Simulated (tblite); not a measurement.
# C3H11Ge2NSe: the cost of one run

Computed with tblite 0.8.0 and PySCF 2.14.0, with density-fitted response routines of our own, on a single molecule in the gas phase. Atoms count from 0, in the outputs and in this text.

### Step 1. The starting structure

18 atoms, charge 0, multiplicity 1; geometry from: force field or distance geometry start.

Bonds of the start (Å): C0–C1 1.52, C1–Ge2 1.96, Ge2–C3 1.95, C3–Se4 1.96, Se4–Ge5 2.35, Ge5–N6 1.81, N6–C0 1.41, C0–H7 1.12, C0–H8 1.11, C1–H9 1.12, C1–H10 1.09, Ge2–H11 1.55, Ge2–H12 1.56, C3–H13 1.11, C3–H14 1.10, Ge5–H15 1.56, Ge5–H16 1.57, N6–H17 1.01.

### Step 2. Optimising the geometry with GFN2-xTB

The job: settings as JSON, then the geometry in Å.

```
{"job": {"kind": "relax", "xc": "GFN2-xTB", "basis": "xTB"}, "charge": 0, "multiplicity": 1}
C      0.804500     1.441500     0.129300
C     -0.662100     1.388300    -0.262500
Ge    -1.540100    -0.078500     0.697100
C     -1.583700    -1.556800    -0.566900
Se     0.129100    -2.502300    -0.553900
Ge     1.889700    -1.110000     0.138800
N      1.647600     0.546300    -0.550800
H      0.853100     1.273400     1.234900
H      1.158000     2.486900    -0.027000
H     -1.141600     2.322500     0.119800
H     -0.834200     1.245100    -1.332800
H     -0.690500    -0.400200     1.954500
H     -2.971600     0.394000     1.097100
H     -2.418400    -2.233400    -0.300800
H     -1.813300    -1.126300    -1.554700
H      3.225500    -1.692900    -0.407000
H      2.062900    -1.112100     1.695000
H      1.876200     0.721100    -1.521900
```

The run is started by

```
> OMP_NUM_THREADS=1 python probes_run.py task.json out
```

The driver reads the jobs from task.json and runs them one after another.

**Question.** How long does this first job take on 1 thread of Arm Neoverse N1, shared host?

About 1.6 s.
